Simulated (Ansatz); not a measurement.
Working through a comparison of dispersion corrections of CH₆AsNOSi, SMILES N[SiH]([AsH2])C=O

Computed with the Ansatz DFT code, driven from Python.

The cells in order, each with its output:

In [1]:
```python
import ansatz
```

In [2]:
```python
BASIS_SET = "def2-SVP"

GEOMETRY = """
N    -1.01040    1.13360    0.31200
Si   -0.31150   -0.44830    0.28260
As    1.73300   -0.34510    1.30640
C    -0.02150   -1.00290   -1.46020
O    -1.06730   -1.14850   -2.19720
H    -0.44490    1.81770   -0.27140
H    -1.93920    1.10010   -0.20710
H    -1.13210   -1.37420    0.99950
H     1.19870    0.51980    2.54440
H     2.17540    0.92500    0.52810
H     0.88510   -1.23420   -1.81650
"""
```

In [3]:
```python
geometry = ansatz.Crystal.molecule()
for line in GEOMETRY.strip().splitlines():
    symbol, *xyz = line.split()
    geometry = geometry.atom(symbol, [float(v) for v in xyz])
```

In [4]:
```python
calculation = geometry.calculation().basis(gaussian=BASIS_SET)
for name in ["blyp", "b3lyp"]:
    for correction in ("d3bj", "d4"):
        rep = calculation.functional(name, dispersion=correction).run(threads=1).report
        print(f"{name:8s} {correction:5s} total {rep['free_energy_ev']:.5f} eV, of which dispersion {1000 * rep['dispersion']['energy']['ev']:.2f} meV")
```
```text
blyp     d3bj  total -73376.75815 eV, of which dispersion -634.50 meV
blyp     d4    total -73376.73090 eV, of which dispersion -607.25 meV
b3lyp    d3bj  total -73378.64842 eV, of which dispersion -525.12 meV
b3lyp    d4    total -73378.57827 eV, of which dispersion -454.97 meV
```

Notes:
- Total energies depend on the basis set; only differences at equal settings carry meaning.
- The geometry is a force-field or estimated start, not a minimum of this method, and the basis set is short of its limit. D4 holds the three-body term, and d3bj doesn't.
- b3lyp holds the VWN-RPA fit, as in Gaussian; the form of ORCA and Turbomole is b3lyp5.
- It ran for 23 s on 1 thread of Arm Neoverse V1, with other jobs on the host, peak memory 0.35 GiB.
